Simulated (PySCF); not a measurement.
# RuSCl: doublet, from a linear start

The task is one start of a wider search on RuSCl: the doublet, built as linear. It is relaxed, tested by its Hessian and followed downhill if it is a saddle.

The runs use PySCF 2.14.0; B3LYP, basis Ru def2-SVP with ECP28, S def2-SVP, Cl def2-SVP, scalar-relativistic core potentials, no spin–orbit coupling, density fitting.

### 1 Starting geometry

3 atoms, charge 0, spin multiplicity 2.

Bond lengths: Ru1–S2 2.080 Å, Ru1–Cl3 2.240 Å. Angles: S2–Ru1–Cl3 180.0°.

```xyz
3
charge 0 multiplicity 2
Ru    0.0000    0.0000   -0.0701
S     0.0000    0.0000   -2.1501
Cl    0.0000    0.0000    2.1699
```

### 2 Linear start, doublet: relaxation

One driver script runs all steps and calls PySCF; scf.py shows how it sets up the SCF of each step. The optimiser is the driver's own. Before each start the driver seeks the lowest SCF state from one or more starting densities and follows internal instabilities, so scf.py alone need not reach the same state.

The program finds C∞v symmetry in the start, which this walk keeps. Threshold on the gradient: 0.0003 Eh/bohr, with a further test on the energy change.

Input file scf.py:

```python
from pyscf import gto, scf, dft
mol = gto.M(atom='''
Ru     0.000000     0.000000    -0.070054
S      0.000000     0.000000    -2.150054
Cl     0.000000     0.000000     2.169946''',
    basis={'Ru': 'def2-SVP', 'S': 'def2-SVP', 'Cl': 'def2-SVP'},
    ecp={'Ru': 'def2-SVP'},
    charge=0, spin=1)
mf = dft.UKS(mol, xc='B3LYP')
mf.grids.atom_grid = (50, 194)
aux = {'Ru': 'def2-universal-JKFIT', 'S': 'def2-universal-JKFIT', 'Cl': 'def2-universal-JKFIT'}
mf = mf.density_fit(auxbasis=aux)
mf.kernel()
```

The runs that follow: Vibrations and properties at this point; Leaving the saddle point; Frequencies.

Q: Predict the outcome of this session. Wanted: minimum; geometry; wavenumbers; dipole moment; highest occupied, lowest empty level; polar-tensor charge of Ru1; zero-point energy; atomisation energy; ⟨S²⟩.

**Answer**, as computed:

| quantity | value |
| --- | --- |
| minimum | broken-symmetry (Ms = 1/2), Cs |
| geometry | Ru–Cl 2.240 Å, Ru–S 2.073 Å; Cl–Ru–S 130.8° |
| wavenumbers (cm⁻¹) | 63 (a'), 366 (a'), 490 (a') |
| dipole moment | 1.69 D |
| highest occupied, lowest empty level (either spin) | -6.51, -4.36 eV |
| polar-tensor charge of Ru1 | +0.85 e |
| zero-point energy | 5.5 kJ/mol |
| entropy at 298.15 K | 313.9 J/(mol K) |
| atomisation energy (no zero-point energy) | 656 kJ/mol |
| ⟨S²⟩ | 1.688 |

What this shows: From C∞v at the start the molecule goes to a Cs minimum, after a first stop at a second-order saddle point 7.1 kJ/mol higher, from which it was pushed off along an imaginary mode. The determinant is spin-contaminated (⟨S²⟩ = 1.69 against 0.75), so it is no pure spin state. In the infrared the band at 490 cm⁻¹ (a', stretch) leads. Other starts or spin states, not run here, may lie lower. Modes under about 90 cm⁻¹ are uncertain by tens of cm⁻¹. One determinant may miss the lowest occupation of an open d or f shell.
